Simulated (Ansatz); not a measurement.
# GaTe3W: the cost of one run

Method: DFT PBE, scalar-relativistic, plane waves, PAW, in Ansatz 0.2.0.

1 further run of the same task is left out (it didn't finish). Runs told in other sessions of the task aren't counted.

## (1) Starting point

The structure is tetragonal, space group P4/mmm (No. 123). The conventional cell has a = 4.243 Å, b = 4.243 Å, c = 9.036 Å, α = 90.00°, β = 90.00°, γ = 90.00°. Around Ga (site symmetry 4/mmm) lie 2 Te at 2.06 Å. Te (site symmetry 4mm) is surrounded by 1 Ga at 2.06 Å. Te (site symmetry 4/mmm) is surrounded by 12 Te at 3.88 to 4.24 Å. W (site symmetry 4/mmm) is surrounded by 4 Ga at 3.00 Å.

As a file:

```cif
data_structure
_symmetry_space_group_name_H-M 'P4/mmm'
_symmetry_Int_Tables_number 123
_cell_length_a 4.2432
_cell_length_b 4.2432
_cell_length_c 9.0359
_cell_angle_alpha 90.000
_cell_angle_beta 90.000
_cell_angle_gamma 90.000
_cell_volume 162.69
loop_
_atom_site_label
_atom_site_type_symbol
_atom_site_symmetry_multiplicity
_atom_site_Wyckoff_symbol
_atom_site_fract_x
_atom_site_fract_y
_atom_site_fract_z
_atom_site_occupancy
Ga1 Ga 1 a 0.00000 0.00000 0.00000 1
Te1 Te 2 g 0.00000 0.00000 0.77149 1
Te2 Te 1 d 0.50000 0.50000 0.50000 1
W1 W 1 c 0.50000 0.50000 0.00000 1
```

A structure generator made this guess: random cell by space group and Wyckoff sites (P4/mmm, No. 123). The dimensions are guesses.

## (2) Probe: one point on a coarse mesh

File input.yaml:

```yaml
crystal:
  lattice:
    - [4.2432315, 0.0, 0.0]
    - [0.0, 4.2432315, 0.0]
    - [0.0, 0.0, 9.03593297]
  atoms:
    - { symbol: Ga, position: [0.0, 0.0, 0.0] }
    - { symbol: Te, position: [0.0, 0.0, 0.77149295] }
    - { symbol: Te, position: [0.0, 0.0, 0.22850705] }
    - { symbol: Te, position: [0.5, 0.5, 0.5] }
    - { symbol: W, position: [0.5, 0.5, 0.0] }
basis:
  ecutwfc: 420
kpoints:
  mp_grid: { grid: [4, 4, 2] }
hamiltonian:
  xc: pbe
scf:
  occupations: { method: gaussian, width: 0.1 }
  lower_state_search: "off"
output:
  forces: true
  stress: true
  eigenvalues: true
```

Command:

```
$ ansatz run input.yaml --threads 1 --pin off --max-ram 2560MiB --backend cpu --events-out ev --progress --plain --runs-dir out
```

**Question.** How long does this run take on 1 thread of Arm Neoverse V1, shared host, and how much memory does it need?

About 5.6 s, with a peak of 0.43 GiB.
